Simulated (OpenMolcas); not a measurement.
# Sm³⁺ among point charges: CASSCF levels and susceptibility

How does a field of 8 point charges split the states of Sm³⁺, and what χT follows?

Method: state-averaged CASSCF, spin-orbit coupling by RASSI with atomic mean-field integrals. Code: OpenMolcas 26.06.

## Step 1: The atom as given

| Item | Value |
| --- | --- |
| Species | Sm³⁺ (samarium, Z = 62, 59 electrons) |
| Basis | ANO-RCC-VDZP [7s6p4d2f1g], 68 functions |
| Scalar Hamiltonian | DKH2, point nucleus |
| Inactive shells | 1s 2s 2p 3s 3p 3d 4s 4p 4d 5s 5p |
| Active space | 5 electrons in 7 orbitals (4f) |
| Some configurations of this space | 4f⁵ |
| Orbitals | optimised for the highest spin of each parity, averaged over all roots |

Outer shells as boxes (Hund's rule):

4f5
```
4f [↑ ][↑ ][↑ ][↑ ][↑ ][  ][  ]
```

The ion sits among 8 point charges of -1 e arranged as a hexagonal bipyramid (D6h), 2.78 Å from the ion.

The work runs as a chain of OpenMolcas steps in one folder; each step below is one input file. Labels, J, g values, rates, χT and fits are worked out afterwards by a script from the matrices that RASSI stores. The input lists half of the charges; inversion (Group=XYZ) makes the rest.

## Step 2: One- and two-electron integrals

Input file a.inp:

```
&GATEWAY
Coord
1

Sm 0.0 0.0 0.0
Basis=ANO-RCC-VDZP
Group=XYZ
NoMove
AngMom=0.0 0.0 0.0
AMFI
XField
4 Angstrom 0
2.780000 0.000000 0.000000 -1.000000
1.390000 2.407551 0.000000 -1.000000
1.390000 -2.407551 0.000000 -1.000000
0.000000 0.000000 2.780000 -1.000000
&SEWARD
```

Run with:

```bash
$ OMP_NUM_THREADS=1 MOLCAS_MEM=2252 MOLCAS_PROJECT=a pymolcas a.inp > a.log
```

## Step 3: Reference wave functions, sextets of odd parity, 21 roots

Input file a.inp:

```
&RASSCF
FileOrb=start.orb
Symmetry=2
Spin=6
nActEl=5 0 0
Inactive=15 12
Ras2=0 7
CIRoot=21 21 1
SDav=21
CIMx=300
Iter=120 100
PrWF=0.3
OrbListing=Nothing
MaxOrb=0
>>> COPY $Project.JobIph JOB001
```

start.orb holds the contracted functions of the basis, ordered by shell, or the orbitals of the step before.

## Step 4: CASSCF: quartets of odd parity, 162 roots

Input file a.inp:

```
&RASSCF
FileOrb=start.orb
Symmetry=2
Spin=4
nActEl=5 0 0
Inactive=15 12
Ras2=0 7
CIRoot=162 162 1
SDav=224
CIMx=300
Iter=120 100
PrWF=0.3
OrbListing=Nothing
MaxOrb=0
CIOnly
>>> COPY $Project.JobIph JOB002
```

## Step 5: CASSCF: doublets of odd parity, 162 roots

Input file a.inp:

```
&RASSCF
FileOrb=start.orb
Symmetry=2
Spin=2
nActEl=5 0 0
Inactive=15 12
Ras2=0 7
CIRoot=162 162 1
SDav=490
CIMx=300
Iter=120 100
PrWF=0.3
OrbListing=Nothing
MaxOrb=0
CIOnly
>>> COPY $Project.JobIph JOB003
```

## Step 6: RASSI: spin-orbit coupling between the states

Input file a.inp:

```
&RASSI
NrOfJobIphs=3 21 108 40
1 2 3 4 5 6 7 8 9 10 11 12 13 14 15 16 17 18 19 20 21
1 2 3 4 5 6 7 8 9 10 11 12 13 14 15 16 17 18 19 20 21 22 23 24 25 26 27
28 29 30 31 32 33 34 35 36 37 38 39 40 41 42 43 44 45 46 47 48 49 50 51
52 53 54 55 56 57 58 59 60 61 62 63 64 65 66 67 68 69 70 71 72 73 74 75
76 77 78 79 80 81 82 83 84 85 86 87 88 89 90 91 92 93 94 95 96 97 98 99
100 101 102 103 104 105 106 107 108
1 2 3 4 5 6 7 8 9 10 11 12 13 14 15 16 17 18 19 20 21 22 23 24 25 26 27
28 29 30 31 32 33 34 35 36 37 38 39 40
IphNames
JOB001
JOB002
JOB003
EJob
SpinOrbit
DIPRint=1.0
SOCoupling=1000.0
Subsets=2
Property=9
'ANGMOM' 1 'ANGMOM' 2 'ANGMOM' 3 'MLTPL  1' 1 'MLTPL  1' 2 'MLTPL  1' 3
'AMFI' 1 'AMFI' 2 'AMFI' 3
SOProperty=3
'ANGMOM' 1 'ANGMOM' 2 'ANGMOM' 3
```

Q: Predict the outcome of this session. Wanted: spin-free ground state; first state of the same spin within the active space; lowest level; next level.

**Answer**, as computed:

```
                                            quantity                               value
                                              method                              CASSCF
                              spin-free ground state  sextet, 2-fold in its orbital part
first state of the same spin within the active space                 sextet at 70.4 cm⁻¹
                                        lowest level        2-fold, g = 0.02, 0.02, 1.17
                                          next level                          179.8 cm⁻¹
                                         χT at 300 K                      0.30 cm³ K/mol
                           effective moment at 300 K                             1.55 μB
```

The spin-free ground state (sextet) comes to 100 % from free-ion H terms and keeps the highest spin of the shell. The quartets, doublets rest on orbitals optimised for another spin in at least one step, which raises them against the optimised states. Not all states of the active space went into the spin-orbit step. High states of lower spin are left out of the spin-orbit mixing, and CASSCF puts spin-flip levels too high. Point charges carry no covalency, so the field is a model and not that of real ligands.
